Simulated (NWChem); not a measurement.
**CH3BF2S (SMILES BSC(F)F): levels of theory compared**

Wanted: a comparison of 6 runs (HF/STO-3G, HF/3-21G, HF/6-31G**, B3LYP/6-31G*, CCSD(T)/STO-3G) of CH3BF2S. 

The results are computed with NWChem 7.3.0.

### Step 1. The system as given

CH3BF2S has 8 atoms, charge 0, and is taken as a singlet. As SMILES, `BSC(F)F`. Geometry: relaxed at GFN2-xTB. This is one conformer, not always the lowest.

Bond lengths: B1–S2 1.749 Å, S2–C3 1.846 Å, C3–F4 1.338 Å, C3–F5 1.344 Å, B1–H6 1.166 Å, B1–H7 1.164 Å, C3–H8 1.099 Å. Angles: B1–S2–C3 101.3°, S2–C3–F4 110.0°, S2–C3–F5 110.7°, F4–C3–F5 107.1°, S2–B1–H6 120.1°, S2–B1–H7 116.4°, S2–C3–H8 111.1°, F4–C3–H8 109.0°, F5–C3–H8 108.8°, H6–B1–H7 123.5°.

### Step 2. Energy and forces at HF/STO-3G (run 1)

Contents of test.xyz:

```xyz
8
CH3BF2S hf
B     -0.480510     1.504240    -0.202940
S      0.695110     0.627570     0.749790
C      0.365350    -1.110430     0.221870
F      1.128650    -1.955040     0.925480
F      0.677820    -1.280120    -1.074240
H     -1.215410     0.927050    -0.899610
H     -0.479540     2.662310    -0.089520
H     -0.691480    -1.375590     0.369160
```

Contents of test.nw:

```
start test
title "CH3BF2S hf"
memory stack 880 mb heap 220 mb global 1100 mb
charge 0
geometry units angstroms noautosym nocenter noautoz
   load test.xyz
end
basis spherical bse
   * library STO-3G
end
scf
   thresh 1e-08
   maxiter 80
end
task scf gradient
```

The run is started by

```sh
$ nwchem test.nw > test.out
```

The log of the run:

```text
[...]
  functions       =    32
[...]
  wavefunction    = RHF
[...]
         Total SCF energy =   -652.792253325767
      One-electron energy =  -1350.941328181390
      Two-electron energy =    476.091584362074
 Nuclear repulsion energy =    222.057490493549
        Time for solution =      2.4s
[...]
                         RHF ENERGY GRADIENTS
    atom               coordinates                        gradient
                 x          y          z           x          y          z
   1 B      -0.908032   2.842601  -0.383501   -0.005391   0.006055  -0.004039
   2 S       1.313567   1.185935   1.416898    0.004730  -0.001063   0.001678
   3 C       0.690411  -2.098408   0.419274    0.019857  -0.030715  -0.009344
   4 F       2.132839  -3.694490   1.748904   -0.026115   0.026544  -0.028361
   5 F       1.280894  -2.419076  -2.030019   -0.007688   0.002825   0.041734
   6 H      -2.296792   1.751870  -1.700016   -0.001584  -0.006990  -0.002104
   7 H      -0.906199   5.031036  -0.169168    0.003512   0.004513   0.003298
   8 H      -1.306708  -2.599488   0.697611    0.012680  -0.001170  -0.002862
[...]
```

Wall time 3.9 s (1 thread of Intel Xeon Platinum 8259CL at 2.50GHz (Skylake/Cascade Lake), shared host); peak memory 0.1 GiB.

### Step 3. Energy and forces at HF/3-21G (run 2)

Contents of geom.nw:

```
start geom
memory 2200 mb

geometry units angstroms noautosym nocenter noautoz
B    -0.480510    1.504240   -0.202940
S     0.695110    0.627570    0.749790
C     0.365350   -1.110430    0.221870
F     1.128650   -1.955040    0.925480
F     0.677820   -1.280120   -1.074240
H    -1.215410    0.927050   -0.899610
H    -0.479540    2.662310   -0.089520
H    -0.691480   -1.375590    0.369160
end

basis spherical bse
* library 3-21G
end

scf
singlet
rhf
thresh 1e-08
maxiter 80
end

task scf gradient
```

The run is started by

```sh
$ nwchem geom.nw > geom.out
```

The log of the run:

```text
[...]
  functions       =    55
[...]
  wavefunction    = RHF
[...]
         Total SCF energy =   -657.287199875276
      One-electron energy =  -1351.306625501791
      Two-electron energy =    471.961935132966
 Nuclear repulsion energy =    222.057490493549
        Time for solution =      2.9s
[...]
                         RHF ENERGY GRADIENTS
    atom               coordinates                        gradient
                 x          y          z           x          y          z
   1 B      -0.908032   2.842601  -0.383501    0.011376  -0.011663   0.011725
   2 S       1.313567   1.185935   1.416898   -0.021402   0.006093  -0.019421
   3 C       0.690411  -2.098408   0.419274    0.036594   0.015395  -0.004315
   4 F       2.132839  -3.694490   1.748904   -0.014715   0.008530  -0.018191
   5 F       1.280894  -2.419076  -2.030019   -0.003073  -0.004383   0.023509
   6 H      -2.296792   1.751870  -1.700016    0.006499   0.002652   0.005252
   7 H      -0.906199   5.031036  -0.169168    0.001453  -0.008193  -0.000101
   8 H      -1.306708  -2.599488   0.697611   -0.016732  -0.008431   0.001542
[...]
```

It took 4.8 s on 1 thread of Intel Xeon Platinum 8259CL at 2.50GHz (Skylake/Cascade Lake), shared host; peak memory 0.1 GiB.

Runs 3 to 5 aren't shown in full; the table further down has their settings and results.

### Step 4. A single-point energy at CCSD(T)/STO-3G (run 6)

Contents of work.nw:

```
start work
memory total 2200 mb

geometry units angstroms noautosym nocenter noautoz
  B       -0.480510       1.504240      -0.202940
  S        0.695110       0.627570       0.749790
  C        0.365350      -1.110430       0.221870
  F        1.128650      -1.955040       0.925480
  F        0.677820      -1.280120      -1.074240
  H       -1.215410       0.927050      -0.899610
  H       -0.479540       2.662310      -0.089520
  H       -0.691480      -1.375590       0.369160
end

basis spherical bse
  B library STO-3G
  S library STO-3G
  C library STO-3G
  F library STO-3G
  H library STO-3G
end

scf
  thresh 1e-08
  maxiter 80
end

ccsd
  freeze core 9
  maxiter 60
end

task ccsd(t)
```

The run is started by

```sh
$ nwchem work.nw > work.out
```

The log of the run:

```text
[...]
  functions       =    32
[...]
  wavefunction    = RHF
[...]
         Total SCF energy =   -652.792253325830
      One-electron energy =  -1350.941328181385
      Two-electron energy =    476.091584362006
 Nuclear repulsion energy =    222.057490493549
        Time for solution =      2.3s
[...]
 Total MP2 energy:           -652.937474066639425
[...]
             energy      energy      error      ampl     ampl      Block
                                                time     time      time
[...]
 Total CCSD energy:           -652.980317100926300
[...]
 Total CCSD+T(CCSD) energy:           -652.986805288659525
[...]
 Total CCSD(T) energy:                -652.985715461595987
[...]
```

Run time: 11 s. Hardware: 1 thread of Intel Xeon Platinum 8259CL at 2.50GHz (Skylake/Cascade Lake), shared host; peak memory 0.11 GiB.

### Step 5. All runs side by side

```
run                               level  iteration cap   module  energy (Eh)  dipole moment (D)  HOMO energy (eV)  LUMO energy (eV)  wall time
  1                           HF/STO-3G             80      scf  -652.792253               0.99             -8.64              6.85      3.9 s
  2                            HF/3-21G             80      scf  -657.287200               2.57            -11.63              1.97      4.8 s
  3    HF/6-31G** (spherical functions)             80      scf  -660.683948               1.99            -11.30              2.39       35 s
  4  B3LYP/6-31G* (spherical functions)            100      dft  -662.623607               1.34             -8.25             -1.44       48 s
  5  B3LYP/6-31G* (Cartesian functions)            100      dft  -662.629627               1.34             -8.25             -1.44       51 s
  6                      CCSD(T)/STO-3G             80  ccsd(t)  -652.985715                  –             -8.64              6.85       11 s
```

### Step 6. What came out

```
                                          quantity          value
                               run 6: total energy  -652.98572 Eh
        run 6: HOMO energy (Hartree–Fock orbitals)       -8.64 eV
        run 6: LUMO energy (Hartree–Fock orbitals)        6.85 eV
      run 6: HOMO–LUMO gap (Hartree–Fock orbitals)       15.49 eV
run 6: correlation energy (9 core orbitals frozen)     -193.5 mEh
                             run 6: (T) correction      -5.40 mEh
```

What this shows: Over runs 1, 2, 3, 4, 5 the dipole moment (its size) runs from 0.99 D (HF/STO-3G) to 2.57 D (HF/3-21G). Over runs 1, 2, 3, 4, 5 the HOMO–LUMO gap runs from 6.81 eV (B3LYP/6-31G*) to 15.49 eV (HF/STO-3G). The two ends differ in method and basis. In runs 1, 6 the basis is minimal, so the values are rough. All runs together took 2.6 min, the longest 51 s.
